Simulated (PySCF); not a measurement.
# Ce(NH2)2: other functionals and bases at one geometry

An exercise on one series of results from a longer session: the logs are not shown, and one member is left open.

Method: several levels, as the steps say, no spin–orbit coupling; program: PySCF 2.14.0.

1 further run of the same task is left out (for a known fault of the program).

### The starting structure

7 atoms, charge 0, spin multiplicity 1.

Bond lengths: Ce1–N2 2.364 Å, Ce1–N5 2.364 Å, N2–H3 1.023 Å, N2–H4 1.024 Å, N5–H6 1.024 Å, N5–H7 1.023 Å. Angles: N2–Ce1–N5 112.1°, Ce1–N2–H3 130.4°, Ce1–N2–H4 125.5°, H3–N2–H4 104.1°, Ce1–N5–H6 125.5°, Ce1–N5–H7 130.4°, H6–N5–H7 104.1°.

Geometry (Å):

```xyz
7
CeH4N2
Ce    0.0000   -0.8624   -0.0833
N     1.9612   -0.0250    0.9373
H     2.9463   -0.1941    0.7187
H     1.9889    0.6303    1.7233
N    -1.9612   -0.0250    0.9373
H    -1.9889    0.6303    1.7233
H    -2.9463   -0.1941    0.7187
```

Formal oxidation states: Ce +2. Each metal's 2 4f electrons lie in its core potential, so multiplicities, spins and levels count the valence alone. For divalent La, Ce, Gd or Lu the extra electron is normally 5d or 6s, so this core forces an excited configuration. An earlier session relaxed this geometry at PBE0, Ce lcecp-0-SVP with ECP48, N def2-SVP, H def2-SVP (singlet, point group C2v).

At PBE0 on the finer grid: E = -138.375845 Eh, frontier levels not given, since the 4f levels lie in the core, Mulliken charge on Ce1 +0.76 e, largest force component 0.023 eV/Å. 

Levels to run: PBE; wB97X; PBE0, TZVP. Hardware: 2 threads of Arm Neoverse V1, shared host.

Set-up of the first run:

Contents of run.py (the lines that set the calculation):

```python
mol = gto.M(atom='''
Ce     0.00000    -0.86242    -0.08326
N      1.96121    -0.02502     0.93730
H      2.94625    -0.19406     0.71872
H      1.98895     0.63032     1.72333
N     -1.96121    -0.02502     0.93730
H     -1.98895     0.63032     1.72333
H     -2.94625    -0.19406     0.71872''',
    basis={'Ce': 'lcecp-0-SVP', 'N': 'def2-SVP', 'H': 'def2-SVP'},
    ecp={'Ce': 'lcecp-0-SVP'},
    charge=0, spin=0)
mf = dft.RKS(mol, xc='PBE')
mf.grids.atom_grid = (75, 302)  # f atoms: unpruned, at least (60, 302)
mf = mf.density_fit()  # fitting sets: Ce AutoAux, N def2-universal-JKFIT, H def2-universal-JKFIT
mf.conv_tol = 1e-08; mf.max_cycle = 55
mf.kernel(dm0)  # dm0: the density of the relaxed state
```

On the command line:

```sh
OMP_NUM_THREADS=2 python run.py
```

Among the steps run: PBE; wB97X; PBE0, TZVP.

One table of the session follows, with a row left open; its other results are not shown here.

```
              level  charge on Ce1 (e)  dipole (D)  largest force component (eV/Å)
PBE0 (relaxed here)               0.76        5.05                            0.02
                PBE               0.61        4.60                            0.37
              wB97X                  ?           ?                               ?
         PBE0, TZVP               1.15        5.52                            0.32
```

Estimate the missing values for wB97X.

**Answer.** charge on Ce1 (e): 0.81; dipole (D): 5.44; largest force component (eV/Å): 0.13. In the column «charge on Ce1 (e)» it lies between PBE0 (relaxed here) (0.76) and PBE0, TZVP (1.15).

The largest leftover force, 0.37 eV/Å with PBE, stands at a geometry relaxed at another level. With 4f in the core, its levels are missing from HOMO and gap, and its count is fixed, so no charge can pass from the ligands into it. Total energies of different levels can't be compared.
